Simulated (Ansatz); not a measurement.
# C2HF3Si: basis-set convergence

The task here is to estimate one member of a computed series from the others.

Method: one geometry, several basis sets; program: Ansatz 0.2.0, Gaussian basis.

Plan: PBE0-D4/def2-SVP; ωB97M-V/def2-SVP; PBE0-D4/def2-QZVPP; ωB97M-V/def2-QZVPP; the functionals' def2-TZVPP values are taken from earlier runs.

## The geometry

An earlier PBE0-D4 in a triple-zeta def2 set relaxation fixed the geometry.

7 atoms, charge 0, spin multiplicity 1.

Atoms are counted from 1 here; the program's logs count them from 0.

Bond lengths: C1–C2 1.204 Å, C1–H7 1.067 Å, C2–Si3 1.793 Å, Si3–F4 1.570 Å, Si3–F5 1.570 Å, Si3–F6 1.570 Å. Angles: C2–C1–H7 180.0°, C1–C2–Si3 180.0°, C2–Si3–F4 110.8°, C2–Si3–F5 110.8°, C2–Si3–F6 110.8°, F4–Si3–F5 108.1°, F4–Si3–F6 108.1°, F5–Si3–F6 108.1°.

The first run:

Contents of in.yaml:

```yaml
crystal:
  periodic: [false, false, false]
  atoms:
    - {symbol: C, position_ang: [0.733579, -1.707791, 0.681779]}
    - {symbol: C, position_ang: [0.290807, -0.670709, 0.261239]}
    - {symbol: Si, position_ang: [-0.368613, 0.874299, -0.364877]}
    - {symbol: F, position_ang: [-1.736486, 0.639582, -1.098577]}
    - {symbol: F, position_ang: [0.626551, 1.531819, -1.385565]}
    - {symbol: F, position_ang: [-0.610636, 1.891813, 0.805840]}
    - {symbol: H, position_ang: [1.125996, -2.627013, 1.054463]}
basis:
  gaussian: {orbitals: def2-SVP}
hamiltonian: {xc: pbe0, dispersion: d4}
output: {orbitals: {seedname: orbitals}}
```

Started as:

```
ansatz run in.yaml --threads 4 --pin off --events-out ev --progress --plain --max-ram 10444MiB
```

Steps of the session up to this table: PBE0-D4 in def2-SVP; ωB97M-V in def2-SVP; PBE0-D4 in def2-QZVPP; ωB97M-V in def2-QZVPP.

One table of the session follows, with a row left open; its other results are not shown here.

It belongs to the step «Density functionals: the series». 

| functional | basis | HOMO (eV) |
| --- | --- | --- |
| PBE0-D4 | def2-SVP | -9.25 |
| PBE0-D4 | def2-TZVPP | -9.30 |
| PBE0-D4 | def2-QZVPP | -9.32 |
| ωB97M-V | def2-SVP | ? |
| ωB97M-V | def2-TZVPP | -11.58 |
| ωB97M-V | def2-QZVPP | -11.60 |

Q: Estimate the row for ωB97M-V, def2-SVP from the others.

As computed: HOMO (eV): -11.51. In the column «HOMO (eV)» it lies between ωB97M-V, def2-TZVPP (-11.58) and PBE0-D4, def2-QZVPP (-9.32).
